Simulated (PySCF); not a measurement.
# C₇H₁₀: circular dichroism and optical rotation

What do calculations give for the circular dichroism and optical rotation of C₇H₁₀ (`C=C[C@@]12C[C@@H]1[C@@H]2C`)?

Programs: PySCF 2.14.0, with routines of our own; each step states its level. All values are computed. Atoms count from 0.

## (1) The system as given

17 atoms, charge 0, multiplicity 1; geometry from: GFN2-xTB.

## (2) Optimising the geometry at PBE0-D3(BJ)/def2-SVP

Job settings and geometry (Å):

```
{"job": {"xc": "PBE0", "basis": "def2-SVP", "d3": "d3bj", "grid": 1, "kind": "geom"}, "charge": 0, "multiplicity": 1}
C      2.167053    -1.423253    -0.095925
C      1.793757    -0.186470     0.210928
C      0.433762     0.290939     0.171526
C     -0.125399     1.622428     0.586708
C     -0.344681     1.149440    -0.808601
C     -0.794110    -0.245464    -0.508733
C     -2.081463    -0.572433     0.214368
H      3.196804    -1.731109    -0.053336
H      1.453781    -2.168271    -0.404882
H      2.528398     0.541468     0.535711
H     -0.953103     1.667803     1.282211
H      0.585451     2.428779     0.728972
H     -0.049378     1.597946    -1.734721
H     -0.591805    -0.964217    -1.302388
H     -2.010422    -1.563271     0.659451
H     -2.909743    -0.572398    -0.492166
H     -2.305901     0.140113     1.000967
```

Launch:

```
$ OMP_NUM_THREADS=1 python excited_run.py task.json out
```

One launch serves the whole session: the jobs run in the order shown.

What it wrote:

```text
step   0  E = -272.15519943  max force = 0.020487
step   1  E = -272.15784971  max force = 0.003080
step   2  E = -272.15790655  max force = 0.001229
step   3  E = -272.15793397  max force = 0.001664
step   4  E = -272.15796776  max force = 0.000807
step   5  E = -272.15798242  max force = 0.000632
step   6  E = -272.15799313  max force = 0.000665
step   7  E = -272.15799751  max force = 0.000329
optimisation converged
```

Wall time 53 s (1 thread of Arm Neoverse V1, shared host); peak memory 0.68 GiB.

The steps of the relaxation:

```
step  energy from step 0 (eV)  largest force component (eV/Å)
   0                   0.0000                          1.0535
   1                  -0.0721                          0.1584
   2                  -0.0737                          0.0632
   3                  -0.0744                          0.0856
   4                  -0.0753                          0.0415
   5                  -0.0757                          0.0325
   6                  -0.0760                          0.0342
   7                  -0.0761                          0.0169
```

Close pairs (by a distance rule), those that changed most:

| bond | before (Å) | after (Å) | change (Å) |
| --- | --- | --- | --- |
| C4–H12 | 1.071 | 1.090 | +0.019 |
| C2–C4 | 1.518 | 1.499 | -0.018 |
| C0–H8 | 1.077 | 1.094 | +0.017 |
| C0–H7 | 1.076 | 1.092 | +0.017 |
| C3–H10 | 1.082 | 1.099 | +0.016 |
| C6–H16 | 1.085 | 1.099 | +0.014 |
| C1–C2 | 1.442 | 1.456 | +0.014 |
| C1–H9 | 1.084 | 1.097 | +0.013 |

The end geometry stands in the next job.

| at the end point | value |
| --- | --- |
| point group (found at 0.08 Å tolerance) | C1 |
| rotational constants (GHz, main isotopes) | 4.330, 2.189, 1.690 |
| dipole moment (D) | 0.46 |

## (3) Circular dichroism and optical rotation: TDDFT wB97X-D/aug-cc-pVDZ

Job settings and geometry (Å):

```
{"job": {"kind": "ecd", "xc": "wB97X-D", "basis": "aug-cc-pVDZ", "nstates": 1, "wavelengths": [1550, 633], "scf": {"aux": "def2-qzvpp-jkfit"}}, "charge": 0, "multiplicity": 1}
C      2.191095    -1.502691    -0.196309
C      1.835799    -0.241774     0.075831
C      0.465076     0.247792     0.116587
C     -0.052006     1.569767     0.597558
C     -0.269540     1.163598    -0.815990
C     -0.749652    -0.238465    -0.611200
C     -2.056278    -0.594852     0.055835
H      3.241400    -1.799651    -0.240615
H      1.440708    -2.277500    -0.379011
H      2.612170     0.504796     0.286257
H     -0.891888     1.610148     1.304472
H      0.706074     2.342113     0.774094
H      0.112276     1.631536    -1.723318
H     -0.496043    -0.905658    -1.448413
H     -2.016076    -1.615027     0.468139
H     -2.885335    -0.555342    -0.667849
H     -2.300959     0.088573     0.881250
```

With the program's defaults for keys left out, this is: TDDFT wB97X-D/aug-cc-pVDZ circular dichroism and optical rotation, one conformer, gas phase.

What it wrote:

```text
final grid: 132176 points
cycle   1  E = -272.5715231266  dE =  1.425e+00  |g| = 2.667e-01  |ddm| = 1.571e+01
cycle   2  E = -272.5892523763  dE = -1.773e-02  |g| = 1.575e-01  |ddm| = 1.679e+00
cycle   3  E = -272.5954891261  dE = -6.237e-03  |g| = 3.685e-02  |ddm| = 5.511e-01
cycle   4  E = -272.5958419554  dE = -3.528e-04  |g| = 1.827e-02  |ddm| = 2.368e-01
cycle   5  E = -272.5959277202  dE = -8.576e-05  |g| = 2.383e-03  |ddm| = 6.667e-02
cycle   6  E = -272.5959303610  dE = -2.641e-06  |g| = 1.224e-03  |ddm| = 1.921e-02
cycle   7  E = -272.5959308779  dE = -5.169e-07  |g| = 4.139e-04  |ddm| = 6.336e-03
cycle   8  E = -272.5959309583  dE = -8.045e-08  |g| = 9.615e-05  |ddm| = 3.082e-03
cycle   9  E = -272.5959309635  dE = -5.141e-09  |g| = 4.790e-05  |ddm| = 7.367e-04
cycle  10  E = -272.5959309643  dE = -8.938e-10  |g| = 1.069e-05  |ddm| = 2.611e-04
converged SCF energy = -272.5959309643

Singlet excitations and rotatory strengths (1e-40 esu^2 cm^2)
state   eV       nm     f(len)   f(vel)    R(len)    R(vel)   main configurations
  1   5.8638   211.4  0.12747  0.12505     6.673     6.365   H->L 0.68, H->L+4 0.12

Specific rotation (deg / (dm g/mL))
    nm     length   length(OI)   velocity    alpha(len)  alpha(vel)
 1550.0      37.96      37.92      37.22       85.245     83.876
  633.0     265.39     265.11     260.26       87.588     86.176
```

It took 64 s on 1 thread of Arm Neoverse V1, shared host; peak memory 1.1 GiB.

## (4) Results

```
                                                                                      quantity                                                        value
                                                                                   point group                                                           C1
                                                          rotational constants (main isotopes)                                         4.33, 2.19, 1.69 GHz
state of largest rotatory strength (velocity form) among 1 (step 3, TDDFT wB97X-D/aug-cc-pVDZ)  5.86 eV, R = +6.4 (velocity), +6.7 (length) ·10⁻⁴⁰ esu² cm²
                            specific rotation at 1550.0 nm (step 3, TDDFT wB97X-D/aug-cc-pVDZ)                               37.2 (velocity), 38.0 (length)
```

What this shows: Relaxing lowered the energy by 0.076 eV in 7 steps; the close pair that moved most is C4–H12, from 1.071 to 1.090 Å. Rotations belong to one conformer.
